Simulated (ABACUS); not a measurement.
# HPbNO4 (P1) in ABACUS: a run that goes wrong, beside a sound one

Two runs on HPbNO4: the first has a flaw, the second is sound.

Everything below comes from runs of ABACUS 3.10.1. Logs are shortened: lines on timing, memory, paths and dates and some standing lists are left out, and cuts for length are marked.

### Step 1. The undisturbed crystal

The typed cell holds 7 atoms: a = 4.275 Å, b = 5.609 Å, c = 5.670 Å, α = 100.02°, β = 111.92°, γ = 111.82°.

The cell was built by a generator and needn't be a form met in nature.

### Step 2. A run with an altered input

This run uses another cell than the first one, of 14.65 Å³/atom, 0.940 times its volume.

Contents of INPUT:

```
INPUT_PARAMETERS
suffix              HPbNO4
calculation         scf
basis_type          lcao
pseudo_dir          ./
orbital_dir         ./
symmetry            1
dft_functional      pbe
ecutwfc             100
pseudo_rcut         7
nspin               1
nbands              27
ks_solver           genelpa
smearing_method     fd
smearing_sigma      0.00367493
scf_thr             1e-07
scf_nmax            60
mixing_type         broyden
mixing_beta         0.7
cal_force           1
cal_stress          1
out_mul             1
```

Contents of STRU:

```
ATOMIC_SPECIES
H 1.0080 H.upf
Pb 207.2000 Pb.upf
N 14.0070 N.upf
O 15.9990 O.upf

NUMERICAL_ORBITAL
H_confined-atom_6au_2s1p.orb
Pb_confined-atom_8au_2s2p2d.orb
N_confined-atom_6au_2s2p1d.orb
O_confined-atom_6au_2s2p1d.orb

LATTICE_CONSTANT
1.8897261246

LATTICE_VECTORS
4.2394467174 -0.0319060298 0.0893561843
-2.1059158601 5.1884880488 0.0016716664
-1.9963438000 -1.7537956000 4.6200154000

ATOMIC_POSITIONS
Direct

H
0.0
1
0.9907300000 0.0333000000 0.9099400000 1 1 1

Pb
0.0
1
0.5027400000 0.8198900000 0.1428700000 1 1 1

N
0.0
1
0.0083800000 0.4740800000 0.5026500000 1 1 1

O
0.0
4
0.9981600000 0.9274100000 0.0287700000 1 1 1
0.1946700000 0.7343500000 0.6085200000 1 1 1
0.8167300000 0.3588200000 0.2455600000 1 1 1
0.0138100000 0.3312100000 0.6521700000 1 1 1
```

Contents of KPT:

```
K_POINTS
0
Gamma
1 1 1 0 0 0
```

Potentials or basis: PseudoDojo NC SR 0.4.1 PBE standard, DZP LCAO (the cutoffs set its grid).

Started as:

```sh
> OMP_NUM_THREADS=4 abacus > log
```

running log:

```text
ABACUS v3.10.1

               Atomic-orbital Based Ab-initio Computation at UStc

 ------------------------------------------------------------------------------------

 READING GENERAL INFORMATION
                           global_out_dir = OUT.HPbNO4/
                           global_in_card = INPUT
[... 498 lines left out ...]

----------------------------------------------------------------
 TOTAL-STRESS (KBAR)
----------------------------------------------------------------
       110.8660840114         3.2838670640         3.2767250537
         3.2838670640       108.6296977774       -58.8510543779
         3.2767250537       -58.8510543779       145.7540345717
----------------------------------------------------------------
 TOTAL-PRESSURE: 121.749939 KBAR

 --------------------------------------------
 !FINAL_ETOT_IS -4008.1431767859885440 eV
 --------------------------------------------
```

mulliken.txt:

```text
 0
CALCULATE THE MULLIkEN ANALYSIS FOR EACH ATOM
 Total charge:	44
Decomposed Mulliken populations
0                              Zeta of H              Spin 1
s                                      0              1.0487
s                                      1              0.0191
SUM OVER M+Zeta                                       1.0678

pz                                     0              0.0636
px                                     0              0.0397
py                                     0              0.0779
SUM OVER M                                            0.1812
SUM OVER M+Zeta                                       0.1812
[... 167 lines left out ...]
dz^2                                   0              0.0082
dxz                                    0              0.0088
dyz                                    0              0.0236
dx^2-y^2                               0              0.0077
dxy                                    0              0.0213
SUM OVER M                                            0.0696
SUM OVER M+Zeta                                       0.0696

SUM OVER M+Zeta+L                                     6.2325

Total Charge on atom:                  O              6.2325
```

Run time: 20 s. Hardware: 4 threads of Intel Xeon 6975P-C (Granite Rapids), shared host; peak memory 0.22 GiB.

Self-consistency was reached. The input was made wrong on purpose: one k point (KPT = 1 × 1 × 1). The program ran through all the same, so the numbers look like a result but aren't the crystal's properties.

### Step 3. Single point, PBE (cell strained by -0.06 along c)

INPUT, as its differences from that of step 2:

```diff
@@ -16,3 +16,3 @@
 scf_thr             1e-07
-scf_nmax            60
+scf_nmax            100
 mixing_type         broyden
```

STRU is that of step 2.

Contents of KPT:

```
K_POINTS
0
Gamma
6 4 4 0 0 0
```

Potentials or basis: PseudoDojo NC SR 0.4.1 PBE standard, DZP LCAO (the cutoffs set its grid).

Started as:

```sh
> OMP_NUM_THREADS=1 mpirun -np 4 abacus > log
```

Run time: 12 s. Hardware: 4 MPI ranks of Intel Xeon 6975P-C (Granite Rapids), shared host; peak memory 0.68 GiB.

Results (log left out):

```
Free energy            : -4007.6319 eV
Pressure               : 11.4 GPa
Largest force          : 5.159 eV/Å
Band gap on the k mesh : 2.92 eV, indirect (least direct gap 3.27 eV)
Mulliken charges       : H -0.23; Pb +1.07; N +0.10; O -0.26, -0.25, -0.18 e
```

Forces in eV/Å, atoms in the order of the input:
```
H    0.038  2.350 -1.689
Pb  -0.247 -0.660  0.616
N    0.027  1.121  0.709
O    0.186 -1.795  1.411
O    0.119  1.930  0.624
O   -0.268  0.436 -5.133
O    0.146 -3.382  3.461
```

Stress tensor (GPa, compression positive):
```
 4.08  0.35  0.11
 0.35 12.40 -4.99
 0.11 -4.99 17.68
```

Levels at points of the mesh, in eV from the valence-band top:
```tsv
k point	band 19	band 20	band 21	band 22	band 23	band 24	band 25	band 26
(0.00, 0.00, 0.00)	-2.38	-2.28	-1.13	-0.54	3.44	4.55	5.26	6.77
(0.50, 0.00, 0.00)	-2.29	-1.28	-0.85	0.00	3.30	4.35	5.60	6.23
(0.00, 0.50, 0.00)	-1.85	-1.64	-1.11	-0.97	3.28	4.12	5.13	7.63
(0.50, 0.50, 0.00)	-2.39	-0.96	-0.60	-0.30	3.00	5.27	5.45	6.21
(0.00, 0.00, 0.50)	-1.82	-1.57	-1.13	-0.92	3.25	4.17	4.94	7.67
(0.50, 0.00, 0.50)	-2.36	-0.94	-0.59	-0.33	2.96	5.30	5.63	6.03
(0.00, 0.50, 0.50)	-2.08	-1.65	-1.04	-0.81	3.17	3.60	5.48	7.94
(0.50, 0.50, 0.50)	-2.27	-1.23	-0.84	-0.07	3.27	4.33	5.77	6.11
```

Caveat: the atomic orbitals were generated for these runs and aren't a published set; Mulliken charges move with the basis; spin-orbit coupling is left out, which as a rule narrows the gap of such compounds by several tenths of an eV; the basis of atomic orbitals isn't converged, which shifts pressures, moduli and gaps; forces of over 1 eV/Å show positions far from the minimum, so gaps and moduli don't describe the material at rest.
